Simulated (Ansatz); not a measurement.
# Hf3WO9: the cost of one run

Program: Ansatz 0.2.0. Level of theory: DFT PBE, scalar-relativistic, plane waves, PAW. These are calculated values, not measurements.

**1. The system as given**

The cell holds 26 atoms (Hf6O18W2): a = 7.036 Å, b = 7.080 Å, c = 7.171 Å, α = 92.04°, β = 90.47°, γ = 89.79°.

It is the last frame of an earlier stage of the same melt, run at 2160 K.

As a file:

```cif
data_structure
_symmetry_space_group_name_H-M 'P 1'
_symmetry_Int_Tables_number 1
_cell_length_a 7.0355
_cell_length_b 7.0804
_cell_length_c 7.1714
_cell_angle_alpha 92.037
_cell_angle_beta 90.465
_cell_angle_gamma 89.786
_cell_volume 357.00
loop_
_atom_site_label
_atom_site_type_symbol
_atom_site_fract_x
_atom_site_fract_y
_atom_site_fract_z
_atom_site_occupancy
W1 W 0.18631 0.08878 0.02626 1
W2 W 0.47894 0.78465 0.69682 1
O1 O 0.68294 0.16714 0.20703 1
O2 O 0.76143 0.31018 0.81868 1
O3 O 0.99364 0.57857 0.99400 1
O4 O 0.67649 0.72030 0.83134 1
O5 O 0.04807 0.06194 0.83531 1
O6 O 0.39088 0.27445 0.99527 1
O7 O 0.38364 0.90313 0.03812 1
O8 O 0.02388 0.79462 0.62968 1
O9 O 0.17592 0.45365 0.22695 1
O10 O 0.65067 0.98442 0.62344 1
O11 O 0.34200 0.98766 0.73342 1
O12 O 0.09250 0.07428 0.25381 1
O13 O 0.00483 0.38686 0.47253 1
O14 O 0.22395 0.76813 0.48253 1
O15 O 0.30413 0.25129 0.49093 1
O16 O 0.60011 0.51037 0.54686 1
O17 O 0.64760 0.59983 0.18757 1
O18 O 0.34113 0.60433 0.79800 1
Hf1 Hf 0.53632 0.21870 0.69236 1
Hf2 Hf 0.25347 0.67010 0.04263 1
Hf3 Hf 0.89749 0.39474 0.19184 1
Hf4 Hf 0.11012 0.08814 0.54436 1
Hf5 Hf 0.47389 0.35448 0.27278 1
Hf6 Hf 0.88249 0.53207 0.67634 1
```

**2. Stage at 1200 K**

One k point, a Fermi-Dirac width of 0.103 eV and a fixed cell.

Input file input.yaml:

```yaml
crystal:
  lattice:
    - [7.035453, 0.012944, -0.028723]
    - [0.012944, 7.079294, -0.126634]
    - [-0.028723, -0.126634, 7.170252]
  atoms:
    - { symbol: W, position: [0.1863145831, 0.0887774026, 0.0262646461] }
    - { symbol: W, position: [0.4789355658, 0.784652892, 0.6968178983] }
    - { symbol: O, position: [0.6829438018, 0.1671381152, 0.2070282636] }
    - { symbol: O, position: [0.7614275612, 0.3101757749, 0.8186787796] }
    - { symbol: O, position: [0.9936415799, 0.578571736, 0.9940029796] }
    - { symbol: O, position: [0.6764855661, 0.7203042748, 0.8313448957] }
    - { symbol: O, position: [0.048071923, 0.0619411207, 0.8353060489] }
    - { symbol: O, position: [0.3908845025, 0.2744505662, 0.9952685232] }
    - { symbol: O, position: [0.3836381979, 0.9031275751, 0.0381214732] }
    - { symbol: O, position: [0.0238835501, 0.7946247457, 0.6296802468] }
    - { symbol: O, position: [0.1759205606, 0.4536489616, 0.2269464967] }
    - { symbol: O, position: [0.6506710498, 0.9844206776, 0.6234396433] }
    - { symbol: O, position: [0.3420043895, 0.9876618286, 0.7334231712] }
    - { symbol: O, position: [0.0925022544, 0.0742753992, 0.2538055638] }
    - { symbol: O, position: [0.0048341046, 0.3868588815, 0.4725302181] }
    - { symbol: O, position: [0.2239478081, 0.7681278711, 0.4825278786] }
    - { symbol: O, position: [0.3041288826, 0.2512861489, 0.4909260849] }
    - { symbol: O, position: [0.600108458, 0.5103708651, 0.5468557628] }
    - { symbol: O, position: [0.6476046388, 0.5998285241, 0.1875720415] }
    - { symbol: O, position: [0.3411302863, 0.6043312183, 0.7980044465] }
    - { symbol: Hf, position: [0.5363225538, 0.2186996052, 0.6923588556] }
    - { symbol: Hf, position: [0.2534719607, 0.670095605, 0.0426339775] }
    - { symbol: Hf, position: [0.8974924924, 0.394736789, 0.1918447232] }
    - { symbol: Hf, position: [0.1101157274, 0.0881436406, 0.5443614131] }
    - { symbol: Hf, position: [0.4738854225, 0.3544798705, 0.272781474] }
    - { symbol: Hf, position: [0.8824942932, 0.5320662081, 0.6763374723] }
  symmetry: { detect: false }
basis:
  ecutwfc: 420
  xc_grid: 1
kpoints:
  mp_grid: { grid: [1, 1, 1], shift: [0.0, 0.0, 0.0] }
hamiltonian:
  xc: pbe
scf:
  occupations: { method: fermi_dirac, width: 0.1034 }
  lower_state_search: "off"
  convergence: { dr2_threshold: 1.0e-05 }
output:
  forces: true
  stress: true
md:
  timestep: 2.0
  n_steps: 84
  ensemble: nvt_langevin
  friction: 0.03
  temperature: 1200.0
  initial_velocities: maxwell_boltzmann
  seed: 41592
```

Launch:

```bash
> ansatz run input.yaml --threads 2 --pin off --max-ram 5120MiB --backend cpu --events-out ev --progress --plain --runs-dir out
```

What time and memory should one allow on 2 threads of Intel Xeon Platinum 8259CL at 2.50GHz (Skylake/Cascade Lake), shared host?

About 3.5 min, with a peak of 0.58 GiB.
